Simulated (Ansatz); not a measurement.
# C₂H₈FGeNO: one species, many methods

Aim: compute C₂H₈FGeNO with functionals from several rungs and with coupled cluster, and see how far each lands from CCSD(T) at the basis-set limit for the atomisation energy.

Method: functionals in def2-TZVPP, the program's frozen cores in correlated methods; program: Ansatz 0.2.0, Gaussian basis.

Plan: PBE-D4, r2SCAN-D4, PBE0-D4, B3LYP-D4, ωB97X-V, ωB97M-V, B2PLYP; CCSD(T)/def2-TZVPP; MP2/def2-QZVPP; extrapolation to the limit.

### 1 The relaxed structure

The geometry comes from an earlier relaxation with PBE0-D4 in a triple-zeta def2 set; it is a stationary point, not always the lowest conformer.

SMILES `C[NH][GeH]([F])[O]C`, 14 atoms, charge 0, spin multiplicity 1.

Atoms are counted from 1 here; the program's logs count them from 0.

Bond lengths: C1–N2 1.449 Å, C1–H7 1.093 Å, C1–H8 1.097 Å, C1–H9 1.093 Å, N2–Ge3 1.794 Å, N2–H10 1.009 Å, Ge3–F4 1.750 Å, Ge3–O5 1.756 Å, Ge3–H11 1.531 Å, O5–C6 1.413 Å, C6–H12 1.092 Å, C6–H13 1.094 Å, C6–H14 1.097 Å. Angles: N2–C1–H7 110.3°, N2–C1–H8 113.9°, N2–C1–H9 109.8°, H7–C1–H8 108.3°, H7–C1–H9 106.9°, H8–C1–H9 107.5°, C1–N2–Ge3 122.3°, C1–N2–H10 114.1°, Ge3–N2–H10 114.8°, N2–Ge3–F4 113.5°, N2–Ge3–O5 105.1°, N2–Ge3–H11 112.9°, F4–Ge3–O5 105.1°, F4–Ge3–H11 104.5°, O5–Ge3–H11 115.7°, Ge3–O5–C6 119.9°, O5–C6–H12 107.6°, O5–C6–H13 111.9° and more.

### 2 PBE-D4 (GGA)

in.yaml reads:

```yaml
crystal:
  periodic: [false, false, false]
  atoms:
    - {symbol: C, position_ang: [1.532598, 0.037564, -2.190042]}
    - {symbol: N, position_ang: [0.837348, 0.599186, -1.049612]}
    - {symbol: Ge, position_ang: [-0.000713, -0.425160, 0.161031]}
    - {symbol: F, position_ang: [-1.440471, -1.202280, -0.460509]}
    - {symbol: O, position_ang: [-0.576283, 0.693059, 1.385840]}
    - {symbol: C, position_ang: [-1.518910, 0.262761, 2.346174]}
    - {symbol: H, position_ang: [2.310916, 0.723257, -2.536052]}
    - {symbol: H, position_ang: [0.877735, -0.195185, -3.038187]}
    - {symbol: H, position_ang: [2.033604, -0.889178, -1.898020]}
    - {symbol: H, position_ang: [0.392803, 1.485612, -1.234065]}
    - {symbol: H, position_ang: [0.868618, -1.578653, 0.670066]}
    - {symbol: H, position_ang: [-1.782859, 1.126538, 2.959360]}
    - {symbol: H, position_ang: [-2.428643, -0.126787, 1.878769]}
    - {symbol: H, position_ang: [-1.105734, -0.510735, 3.005240]}
basis:
  gaussian: {orbitals: def2-TZVPP}
hamiltonian: {xc: pbe, dispersion: d4}
output: {forces: true, orbitals: {seedname: orbitals}}
```

On the command line:

```
$ ansatz run in.yaml --threads 2 --pin off --events-out ev --progress --plain --max-ram 20480MiB --backend cuda --devices 0, --max-vram 18GiB
```

The runs that follow: r2SCAN-D4 (meta-GGA); PBE0-D4 (hybrid); B3LYP-D4 (hybrid); ωB97X-V (range-separated); ωB97M-V (range-separated); B2PLYP (double hybrid); CCSD(T) in def2-TZVPP; MP2 in def2-QZVPP.

**Question.** What will the summary of the whole plan be? Wanted: atomisation energy, CCSD(T)/CBS; farthest; mean size of error, hybrid; mean size of error, range-separated; gap, smallest and largest; T1 diagnostic; triples share of the correlation energy.

**Answer**, as computed:

| quantity | value |
| --- | --- |
| atomisation energy, CCSD(T)/CBS | 1223.0 kcal/mol |
| functionals within 12.2 kcal/mol (1.0 %) | r2SCAN-D4, PBE0-D4, B3LYP-D4, ωB97X-V, ωB97M-V |
| farthest | PBE-D4 (+18.0 kcal/mol) |
| mean size of error, hybrid | 6.6 kcal/mol |
| mean size of error, range-separated | 2.5 kcal/mol |
| gap, smallest and largest | 5.57 eV (PBE-D4), 12.43 eV (ωB97X-V) |
| T1 diagnostic | 0.0115 |
| triples share of the correlation energy | 3.5 % |

PBE-D4 is off by +18.0 kcal/mol. Double hybrids carry the basis error of their MP2 part in triple zeta, and no dispersion term here, so their miss is partly the set-up's. The reference freezes the cores and leaves out relativity and excitations past (T), and its outer-core shells are covered unevenly, so misses under about 12.2 kcal/mol can't be ranked. Hartree-Fock recovers 71 % of the binding; the rest is correlation. Orbital gaps span 5.6 to 12.4 eV; exact exchange widens them. Correlated methods include outer-core shells of Ge, which these sets cover unevenly.
